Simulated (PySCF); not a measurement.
# A diatomic session: SiSb

Aim: find the lowest electronic state of SiSb, scan its bond at several levels of theory, and get bond length, wavenumber and dissociation energy from each curve.

Computed with PySCF 2.14.0. Level: Si aug-cc-pV(D+d)Z, Sb aug-cc-pVDZ-PP with ECP28, scalar-relativistic core potentials.

### Step 1. Input

Settings of the job:

```yaml
atoms: Si, Sb
charge: 0
basis: Si aug-cc-pV(D+d)Z, Sb aug-cc-pVDZ-PP with ECP28
Hamiltonian: scalar-relativistic core potentials
basis_functions: 64
electrons_treated: 37
masses_in_u: 27.9769, 120.9038
levels: PBE0, PBE, r²SCAN, BP86, TPSS, PBEsol, HF, MP2, SCS-MP2, CCSD, CCSD(T)
grid: 80 radial by 434 angular points
occupations: held fixed by the projection of orbital angular momentum
dissociation_limit: Si + Sb, each in its ground configuration
starting_distance_in_angstrom: 2.480
values_of_2S_to_try: 1, 3, 5
```

Started as:

```
> OMP_NUM_THREADS=1 python dia.py task.json out
```

Further steps of the session: The PBE0 curve of the state that the search chose; Higher solutions at PBE0; PBE (GGA); r²SCAN; BP86; TPSS (meta-GGA); PBEsol (GGA); UHF; Adding correlation.

**Question.** What will these runs give? Wanted: for each run, Re; ωe; De; μ.

As calculated:

Lowest PBE0 solution found, without spin–orbit coupling: ²Π (doublet), unpaired electrons π ↑. State 2 has its PBE0 minimum 0.25 eV higher. State 3 has its PBE0 minimum 1.18 eV higher. State 4 has its PBE0 minimum 1.52 eV higher, as a spin-mixed determinant (⟨S²⟩ = 1.76), so this is no gap between pure states. The other levels ran on the lowest alone.

```tsv
level	Re (Å)	ωe (cm⁻¹)	De (eV)	μ (D)
UHF-CCSD	2.412	414	2.01	n/a
PBE	2.417	401	3.08	0.19
PBEsol	2.403	408	3.32	0.15
BP86	2.420	398	3.13	0.12
TPSS	2.407	408	2.95	0.22
r²SCAN	2.396	417	2.78	0.17
PBE0	2.384	429	2.75	0.08
```

De is counted to Si + Sb in their ground configurations. A positive dipole means Si(−)Sb(+). No constants: UHF (the points don't follow one smooth fit); UHF-MP2 (the points don't follow one smooth fit); UHF-SCS-MP2 (the points don't follow one smooth fit); UHF-CCSD(T) (the points don't follow one smooth fit).

**Reading.** Bond lengths run from 2.384 Å (PBE0) to 2.420 Å (BP86). Among the levels with a De in the table, it runs from 2.01 eV (UHF-CCSD) to 3.32 eV (PBEsol).

Correlated steps freeze 9 core orbitals. Spin–orbit coupling is left out, which matters for elements this heavy, above all for dissociation energies. T1 is 0.024 near the minimum (highest on the curve 0.050), which may point to more than one leading configuration. With spin–orbit coupling the term label itself may not hold.
